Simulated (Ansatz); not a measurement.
**GaSiH3F2 (SMILES [F][Ga]([F])[SiH3]): BCCD(T)/6-31G(d) (spherical functions)**

Aim: the vertical singlet–triplet gap of GaSiH3F2 at BCCD(T)/6-31G* (spherical functions), from 2 runs. 

The calculation is run with Ansatz 0.2.0.

78 further runs of the same task are left out: 1 that didn't finish, 77 set aside as unsound or not needed. Runs told in other sessions of the task aren't counted.

**1. The system as given**

GaSiH3F2: 7 atoms, total charge 0, spin state singlet. SMILES: `[F][Ga]([F])[SiH3]`. Geometry: relaxed at PBE0-D4/def2-TZVP.

Bond lengths: F1–Ga2 1.750 Å, Ga2–F3 1.749 Å, Ga2–Si4 2.387 Å, Si4–H5 1.483 Å, Si4–H6 1.483 Å, Si4–H7 1.484 Å. Angles: F1–Ga2–F3 110.4°, F1–Ga2–Si4 124.5°, F3–Ga2–Si4 125.2°, Ga2–Si4–H5 109.3°, Ga2–Si4–H6 108.8°, Ga2–Si4–H7 107.8°, H5–Si4–H6 110.6°, H5–Si4–H7 110.2°, H6–Si4–H7 110.0°.

**2. The energy at BCCD(T)/6-31G(d) (spherical functions)**

input.yaml

```yaml
crystal:
  periodic: [false, false, false]
  atoms:
    - {symbol: F, position_ang: [0.337700, -1.716900, 2.042000]}
    - {symbol: Ga, position_ang: [0.749800, -0.872200, 0.566000]}
    - {symbol: F, position_ang: [2.304600, -1.409500, -0.029300]}
    - {symbol: Si, position_ang: [-0.636100, 0.761900, -0.486900]}
    - {symbol: H, position_ang: [0.191200, 1.594100, -1.392900]}
    - {symbol: H, position_ang: [-1.267600, 1.599600, 0.561500]}
    - {symbol: H, position_ang: [-1.679500, 0.043100, -1.260400]}
basis:
  gaussian:
    orbitals: 6-31G_st_-spherical.json
correlation:
  method: bccd_t
  frozen_orbitals: {F: 1, Ga: 9, H: 0, Si: 5}
accuracy: high
scf:
  omitted_lower_state_checks: [cluster_reference, increment]
```

The basis set 6-31G* is read from a file made from the Basis Set Exchange's data (not shown).

Command:

```sh
$ ansatz run input.yaml --threads 1 --pin off --max-ram 3480MiB --events-out events.jsonl --progress --plain --runs-dir runs
```

The program printed, shortened:

```text
Warning: RAYON_NUM_THREADS=1 ignored (pool sized by the plan → 1); use --threads N
Functional definition: HF
  name "HF"
[...]
1770 factors; integrals over basis functions are off by at most 5.7e-9 eV
[...]
mean field -65649.91142520 eV, -2412.5897457681 hartree, gradient 5.4e-9 eV, S^2 0.000000; 0 other end points of the search recorded, 0 dependent functions left out
16 core orbitals not correlated: weight in the atoms' cores, before any rotation towards them, 1.000 or more for the frozen orbitals, at most 0.000 for the correlated occupied ones
reference -65649.91142520 eV, -2412.5897457681 hartree; 17, 17 occupied and 51, 51 virtual orbitals, 1770 factors
second order -18.07389674 eV of doubles, -0.00000000 eV of singles
cycle   1  -17.45416261 eV  change    6.2e-1 eV  update   1.3e-1
[...]
cycle  21  -18.16114082 eV  change   -1.9e-9 eV  update   1.8e-9
perturbative correction -0.47392060 eV, -0.0174162607 hartree
Total energy: -65668.54648662 eV, -2413.2745716439 hartree
Checks for a lower state left out: cluster_reference, increment
```

It took 43 s on 1 thread of Arm Neoverse N1, shared host; peak memory 0.53 GiB.

**3. The triplet, same level**

run.yaml

```yaml
crystal:
  periodic: [false, false, false]
  atoms:
    - {symbol: F, position_ang: [0.337700, -1.716900, 2.042000]}
    - {symbol: Ga, position_ang: [0.749800, -0.872200, 0.566000]}
    - {symbol: F, position_ang: [2.304600, -1.409500, -0.029300]}
    - {symbol: Si, position_ang: [-0.636100, 0.761900, -0.486900]}
    - {symbol: H, position_ang: [0.191200, 1.594100, -1.392900]}
    - {symbol: H, position_ang: [-1.267600, 1.599600, 0.561500]}
    - {symbol: H, position_ang: [-1.679500, 0.043100, -1.260400]}
basis:
  gaussian:
    orbitals: 6-31G_st_-spherical.json
magnetization:
  spin_polarized: true
  initial_magnetization: 2
correlation:
  method: bccd_t
  frozen_orbitals: {F: 1, Ga: 9, H: 0, Si: 5}
accuracy: high
scf:
  omitted_lower_state_checks: [cluster_reference, increment]
```

The basis set 6-31G* is read from a file made from the Basis Set Exchange's data (not shown).

Command:

```sh
$ ansatz run run.yaml --threads 1 --pin off --max-ram 3480MiB --events-out events.jsonl --progress --plain --runs-dir runs
```

The program printed, shortened:

```text
Warning: RAYON_NUM_THREADS=1 ignored (pool sized by the plan → 1); use --threads N
Functional definition: HF
  name "HF"
[...]
1770 factors; integrals over basis functions are off by at most 5.7e-9 eV
[...]
mean field -65644.62405119 eV, -2412.3954383568 hartree, gradient 2.5e-8 eV, S^2 2.006270; 6 other end points of the search recorded, 0 dependent functions left out
16 core orbitals not correlated: weight in the atoms' cores, before any rotation towards them, 1.000 or more for the frozen orbitals, at most 0.000 for the correlated occupied ones
reference -65644.62405119 eV, -2412.3954383568 hartree; 18, 16 occupied and 50, 52 virtual orbitals, 1770 factors
second order -17.73802421 eV of doubles, -0.00000000 eV of singles
cycle   1  -17.09136328 eV  change    6.5e-1 eV  update   1.4e-1
[...]
cycle  34  -17.85049407 eV  change    1.8e-9 eV  update   3.3e-9
perturbative correction -0.50811079 eV, -0.0186727270 hartree
Total energy: -65662.98265604 eV, -2413.0701046412 hartree
Checks for a lower state left out: cluster_reference, increment
```

It took 3.6 min on 1 thread of Arm Neoverse N1, shared host; peak memory 1.1 GiB.

**4. Results**

Level: BCCD(T)/6-31G* (spherical functions), 16 core orbitals frozen.

```
                                             quantity           value
                                singlet: total energy  -2413.27457 Eh
singlet: correlation energy (16 core orbitals frozen)      -684.8 mEh
                              singlet: (T) correction      -17.42 mEh
                                triplet: total energy  -2413.07010 Eh
triplet: correlation energy (16 core orbitals frozen)      -674.7 mEh
                              triplet: (T) correction      -18.67 mEh
           triplet: ⟨S²⟩ of the reference determinant           2.006
     vertical energy of the triplet above the singlet        5.564 eV
```

At this shape the triplet lies 5.56 eV (537 kJ/mol) above the singlet. The triples (singlet) make up 2.5 % of the correlation energy. The triples (triplet) make up 2.8 % of the correlation energy.
